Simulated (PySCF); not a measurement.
# Ways to converge the SCF of GaI⁻

The same problem is solved with other solver options, one edit a run.

Method: each script names its method and basis; program: PySCF 2.14.0.

3 further runs of the same task are left out: 1 for a known fault of the program, 2 that didn't finish.

### Step 1. Starting geometry

GaI⁻: 2 atoms, charge -1, spin multiplicity 2.

Bond lengths: Ga1–I2 2.746 Å.

### Step 2. The base run

Input file input.py:

```python
from pyscf import gto, dft
from pyscf.prop.polarizability import uhf as pol

mol = gto.M(
    atom='Ga 0 0 0; I 0 0 2.746',
    basis='lanl2dz',
    ecp={'Ga': 'lanl2dz', 'I': 'lanl2dz'},
    charge=-1,
    spin=1,
    verbose=4,
)
mf = dft.UKS(mol, xc='b3lyp')
mf.kernel()
print('polarizability (a.u.)')
print(pol.Polarizability(mf).polarizability().round(4))
mf.dip_moment()
print('orbital energies (hartree):', [e[max(0, n-3):n+3].round(4) for e, n in zip(mf.mo_energy, mol.nelec)])
```

Started as:

```
> OMP_NUM_THREADS=1 python input.py
```

Its log is not repeated here.

It gives: E(SCF) = -13.512240 Eh, 8 cycles, ⟨S²⟩ = 0.751, α(xx, yy, zz) = 23.9, 30.3, 93.4 bohr³.

The bond length is a typed value, not an optimised one. The dipole of an ion depends on the origin.

### Step 3. Smearing width 0.001 hartree

Edit 1 changes smearing width: none → 0.001 hartree; step after the SCF: polarizability → none.

Input file input.py:

```python
from pyscf import gto, dft, scf

mol = gto.M(
    atom='Ga 0 0 0; I 0 0 2.746',
    basis='lanl2dz',
    ecp={'Ga': 'lanl2dz', 'I': 'lanl2dz'},
    charge=-1,
    spin=1,
    verbose=4,
)
mf = dft.UKS(mol, xc='b3lyp')
mf = scf.addons.smearing_(mf, sigma=0.001, method='fermi')
mf.kernel()
mf.dip_moment()
print('orbital energies (hartree):', [e[max(0, n-3):n+3].round(4) for e, n in zip(mf.mo_energy, mol.nelec)])
```

Started as:

```
> OMP_NUM_THREADS=1 python input.py
```

### Step 4. Second-order solver on

Edit 2 changes second-order solver: off → on.

Edit input.py of step 2 so:

```diff
@@ -12,2 +12,3 @@
 mf = dft.UKS(mol, xc='b3lyp')
+mf = mf.newton()
 mf.kernel()
```

### Step 5. Damping 0.2

Edit 3 changes damping: none → 0.2.

Edit input.py of step 2 so:

```diff
@@ -12,2 +12,4 @@
 mf = dft.UKS(mol, xc='b3lyp')
+mf.damp = 0.2
+mf.diis_start_cycle = 8
 mf.kernel()
```

### Step 6. Convergence threshold 1e-11 hartree

Edit 4 changes convergence threshold: default → 1e-11 hartree.

Edit input.py of step 2 so:

```diff
@@ -12,2 +12,3 @@
 mf = dft.UKS(mol, xc='b3lyp')
+mf.conv_tol = 1e-11
 mf.kernel()
```

### Step 7. Initial guess sap

Edit 5 changes initial guess: minao → sap.

Edit input.py of step 2 so:

```diff
@@ -12,2 +12,3 @@
 mf = dft.UKS(mol, xc='b3lyp')
+mf.init_guess = 'sap'
 mf.kernel()
```

### Step 8. Damping 0.5

Edit 6 changes damping: none → 0.5.

Edit input.py of step 2 so:

```diff
@@ -12,2 +12,4 @@
 mf = dft.UKS(mol, xc='b3lyp')
+mf.damp = 0.5
+mf.diis_start_cycle = 8
 mf.kernel()
```

Q: Predict the outcome of this session. Wanted: for each run, E(SCF); from base; gap, α spin.

As calculated:

| run | E(SCF) (hartree) | from base (eV) | cycles | gap, α spin (eV) |
| --- | --- | --- | --- | --- |
| base | -13.512240 | 0 | 8 | 1.31 |
| smearing width 0.001 hartree | -13.489603 | not comparable | 7 | n/a |
| second-order solver on | -13.512240 | 0.0000 | 3 macro | 1.31 |
| damping 0.2 | -13.512240 | 0.0000 | 11 | 1.31 |
| convergence threshold 1e-11 hartree | -13.512240 | 0.0000 | 10 | 1.31 |
| initial guess sap | -13.512240 | 0.0000 | 10 | 1.31 |
| damping 0.5 | -13.512240 | 0.0000 | 12 | 1.31 |

Distance from each run's final energy (log10 hartree) by cycle:

| run | cycle 1 | cycle 2 | cycle 3 | cycle 5 | cycle 8 | cycle 12 |
| --- | --- | --- | --- | --- | --- | --- |
| base | -1.2 | -1.5 | -3.6 | -6.6 | -10.7 | done |
| smearing width 0.001 hartree | -1.2 | -1.5 | -3.5 | -7.5 | done | done |
| second-order solver on | -4.4 | < -11 | < -11 | done | done | done |
| damping 0.2 | -1.2 | -1.9 | -2.5 | -3.6 | -4.9 | done |
| convergence threshold 1e-11 hartree | -1.2 | -1.5 | -3.6 | -6.6 | -10.4 | done |
| initial guess sap | 0.2 | 0.6 | -1.1 | -3.6 | -8.8 | done |
| damping 0.5 | -1.2 | -2.6 | -3.4 | -4.7 | -6.8 | < -11 |

In words: The highest filled level of this anion is positive: the basis lacks diffuse functions or the electron is not bound, so these numbers hang on the basis. With second-order solver on or damping 0.2 or convergence threshold 1e-11 hartree or initial guess sap or damping 0.5 the SCF ends at the base energy. The base needs 8 cycles and the run with damping 0.5 needs 12.
